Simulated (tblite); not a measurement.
# C4H12OSi2: the cost of one run

Programs: tblite 0.8.0 and PySCF 2.14.0, with density-fitted response routines of our own. Each step states its level of theory. These are calculated values for one molecule in the gas phase, unless marked as measured. Atoms are numbered from 0 throughout.

### Step 1. Starting geometry

19 atoms, charge 0, multiplicity 1; geometry from: force field or distance geometry start.

Bonds of the start (Å): C0–C1 1.35, C1–Si2 1.85, Si2–Si3 2.31, Si3–C4 1.87, C4–O5 1.43, O5–C6 1.42, C0–H7 1.08, C0–H8 1.09, C1–H9 1.08, Si2–H10 1.48, Si2–H11 1.50, Si3–H12 1.48, Si3–H13 1.49, C4–H14 1.09, C4–H15 1.09, C6–H16 1.09, C6–H17 1.09, C6–H18 1.10.

### Step 2. Geometry optimisation with GFN2-xTB

The job: settings as JSON, then the geometry in Å.

```
{"job": {"kind": "relax", "xc": "GFN2-xTB", "basis": "xTB"}, "charge": 0, "multiplicity": 1}
C     -2.160900    -1.663200     0.085700
C     -2.485400    -0.378700     0.334200
Si    -1.495500     0.775000     1.386500
Si     0.034300     1.914000     0.076000
C      1.120400     0.638800    -0.760100
O      1.884200    -0.212300     0.092400
C      2.688700    -1.126600    -0.645500
H     -1.271300    -2.131900     0.491300
H     -2.812400    -2.275900    -0.533700
H     -3.392100     0.043900    -0.065600
H     -0.848700     0.025700     2.482800
H     -2.449300     1.748400     2.001500
H     -0.677500     2.723700    -0.935000
H      0.853400     2.846900     0.904200
H      0.487100     0.020100    -1.404400
H      1.813300     1.183600    -1.408200
H      2.057100    -1.779300    -1.248100
H      3.399400    -0.599500    -1.276000
H      3.245400    -1.743400     0.073700
```

Command:

```sh
OMP_NUM_THREADS=1 python probes_run.py task.json out
```

The driver reads the jobs from task.json and runs them one after another.

Q: Estimate the wall time and peak memory of this first job on 1 thread of Arm Neoverse N1, shared host.

About 2.2 s, with a peak of 0.18 GiB.
